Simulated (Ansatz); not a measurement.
# TaHBr2: the cost of one run

Program: Ansatz 0.2.0. Level of theory: DFT PBE, scalar-relativistic, plane waves, PAW. These are calculated values, not measurements.

1 further run of the same task is left out (it didn't finish).

### 1 The structure to begin with

It takes space group P4/mmm (No. 123, tetragonal). Conventional cell: a = 4.570 Å, b = 4.570 Å, c = 4.483 Å, α = 90.00°, β = 90.00°, γ = 90.00°. Ta (site symmetry 4/mmm) has 8 Br at 3.20 Å and 4 H at 3.23 Å as nearest neighbours. H (site symmetry 4/mmm) has 8 Br at 3.20 Å and 4 Ta at 3.23 Å as nearest neighbours. Around Br (site symmetry mmm) lie 4 Ta at 3.20 Å and 4 H at 3.20 Å and 4 Br at 3.23 Å.

Structure file:

```xyz
4
Lattice="4.5702 0.0000 0.0000 0.0000 4.5702 0.0000 0.0000 0.0000 4.4829" Properties=species:S:1:pos:R:3 pbc="T T T"
Ta    0.0000    0.0000    0.0000
H     2.2851    2.2851    0.0000
Br    0.0000    2.2851    2.2414
Br    2.2851    0.0000    2.2414
```

The cell is invented: species swapped into a database cell of CrCoPt2 (P4/mmm, No. 123), with Ta on the Cr sites, H on the Co sites and Br on the Pt sites. Lengths come from tabulated atomic sizes and are only a guess.

### 2 A first look at the guess

input.yaml

```yaml
crystal:
  lattice:
    - [4.57023477, 0.0, 0.0]
    - [0.0, 4.57023477, 0.0]
    - [0.0, 0.0, 4.48287501]
  atoms:
    - { symbol: Ta, position: [0.0, 0.0, 0.0] }
    - { symbol: H, position: [0.5, 0.5, 0.0] }
    - { symbol: Br, position: [0.0, 0.5, 0.5] }
    - { symbol: Br, position: [0.5, 0.0, 0.5] }
basis:
  ecutwfc: 420
kpoints:
  mp_grid: { grid: [4, 4, 4] }
hamiltonian:
  xc: pbe
scf:
  occupations: { method: gaussian, width: 0.1 }
  lower_state_search: "off"
output:
  forces: true
  stress: true
  eigenvalues: true
```

Launch:

```bash
ansatz run input.yaml --threads 1 --pin off --max-ram 2560MiB --backend cpu --events-out ev --progress --plain --runs-dir out
```

What time and memory should one allow on 1 thread of Arm Neoverse V1, shared host?

About 2.7 s, with a peak of 0.33 GiB.
